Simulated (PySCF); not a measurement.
# C5H11GeP: the cost of one run

Programs: PySCF 2.14.0, with routines of our own; each step states its level. All values are computed. Atoms count from 0.

### 1 The starting structure

18 atoms, charge 0, multiplicity 1; geometry from: GFN2-xTB.

### 2 Circular dichroism and optical rotation: TDDFT CAM-B3LYP/def2-SVPD

Job settings and geometry (Å):

```
{"job": {"kind": "ecd", "xc": "CAM-B3LYP", "basis": "def2-SVPD", "nstates": 16}, "charge": 0, "multiplicity": 1}
C     -1.793473     1.443112     1.283505
C     -1.158990     0.377375     0.824113
C     -1.168178    -0.060290    -0.577177
C     -1.052936    -1.523782    -0.883577
C      0.100148    -0.619359    -1.182460
Ge     1.757978    -0.707028    -0.127630
P      2.176020     1.259247     0.997631
H     -1.756648     1.723141     2.321522
H     -2.379769     2.075673     0.636646
H     -0.583160    -0.250710     1.497337
H     -1.801506     0.533949    -1.227198
H     -0.960637    -2.199049    -0.043762
H     -1.628163    -1.924773    -1.705585
H      0.251626    -0.376660    -2.228872
H      1.644877    -1.847354     0.860636
H      2.869184    -1.140718    -1.066697
H      1.934722     2.022740    -0.137026
H      3.540146     1.220802     0.746938
```

With the program's defaults for keys left out, this is: TDDFT CAM-B3LYP/def2-SVPD circular dichroism and optical rotation, one conformer, gas phase.

On the command line:

```
$ OMP_NUM_THREADS=1 python excited_run.py task.json out
```

This one command runs all jobs of the session in turn.

Q: Estimate the wall time and peak memory of this job on 1 thread of Arm Neoverse V1, shared host.

About 3.7 min, with a peak of 1.3 GiB.
